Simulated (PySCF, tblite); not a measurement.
**C5H5FO: geometry, infrared bands, NMR shifts and spin-spin couplings**

Aim: predict the infrared bands, NMR shifts and spin-spin couplings of C5H5FO (`C=CC(=C)C(=O)F`).

Programs: tblite 0.8.0 and PySCF 2.14.0, with density-fitted response routines of our own. Each step states its level of theory. These are calculated values for one molecule in the gas phase, unless marked as measured. Atoms are numbered from 0 throughout.

## (1) The molecule as given

12 atoms, charge 0, multiplicity 1; geometry from: force field or distance geometry start.

Bonds of the start (Å): C0–C1 1.32, C1–C2 1.43, C2–C3 1.34, C2–C4 1.46, C4–O5 1.24, C4–F6 1.36, C0–H7 1.10, C0–H8 1.08, C1–H9 1.10, C3–H10 1.10, C3–H11 1.10.

## (2) Geometry optimisation with GFN2-xTB

Job settings and geometry (Å):

```
{"job": {"kind": "relax", "xc": "GFN2-xTB", "basis": "xTB"}, "charge": 0, "multiplicity": 1}
C      1.968700     0.200600     0.050100
C      0.892100    -0.547400    -0.105900
C     -0.465000    -0.117000    -0.022900
C     -1.424200    -1.034900    -0.212900
C     -0.913100     1.248200     0.228300
O     -0.162900     2.223200     0.403100
F     -2.252200     1.490200     0.250300
H      2.970000    -0.240700    -0.019400
H      1.956200     1.259900     0.246900
H      1.083400    -1.618700    -0.286100
H     -2.490400    -0.777100    -0.165300
H     -1.161500    -2.087000    -0.392100
```

On the command line:

```sh
OMP_NUM_THREADS=1 python probes_run.py task.json out
```

One launch serves the whole session: the jobs run in the order shown.

**Question.** This job is followed by: GFN2-xTB harmonic vibrations, gas phase; GIAO PBE0/pcSseg-1 NMR shielding, non-relativistic, gas phase; B3LYP/pcJ-1 indirect spin-spin coupling, non-relativistic, gas phase. What will the session give for the following? strongest single infrared mode (GFN2-xTB); zero-point energy (GFN2-xTB); ¹³C shifts against TMS (PBE0/pcSseg-1); ¹H shifts against TMS (PBE0/pcSseg-1); ¹⁷O shifts against H2O (PBE0/pcSseg-1); ¹⁹F shifts against CFCl3 (PBE0/pcSseg-1); largest coupling of the table (B3LYP/pcJ-1).

As calculated:

| quantity | value |
| --- | --- |
| strongest single infrared mode (GFN2-xTB) | 1835 cm⁻¹, 360 km/mol |
| zero-point energy (GFN2-xTB) | 53.1 kcal/mol |
| ¹³C shifts against TMS (PBE0/pcSseg-1) | 162.3, 145.8, 139.2, 138.3, 131.7 ppm |
| ¹H shifts against TMS (PBE0/pcSseg-1) | 7.20, 6.98, 6.56, 6.40, 5.91 ppm |
| ¹⁷O shifts against H2O (PBE0/pcSseg-1) | 446.9 ppm |
| ¹⁹F shifts against CFCl3 (PBE0/pcSseg-1) | 35.6 ppm |
| largest coupling of the table (B3LYP/pcJ-1) | ¹J(C,F) C4–F6, -403.2 Hz |

What this shows: Over 25 steps the energy fell by 0.278 eV; of the close pairs, C4–O5 changed most, 1.243 to 1.183 Å. The lowest mode is imaginary (21i cm⁻¹), so the xTB geometry is not a minimum. The strongest single mode, at 1835 cm⁻¹, moves mainly C4 and O5. Unscaled tight-binding wavenumbers are off by several per cent, some by more. Its intensities can rank the bands wrongly. At PBE0/pcSseg-1: The largest span, 608 ppm, is at O5, where the paramagnetic term is -513 ppm. Of the pairs tabulated at B3LYP/pcJ-1, C4–F6 couples most strongly (-403.2 Hz; Fermi contact -365.5 Hz). Couplings across rotatable bonds belong to this one conformer; where others are populated, the observed values are averages.
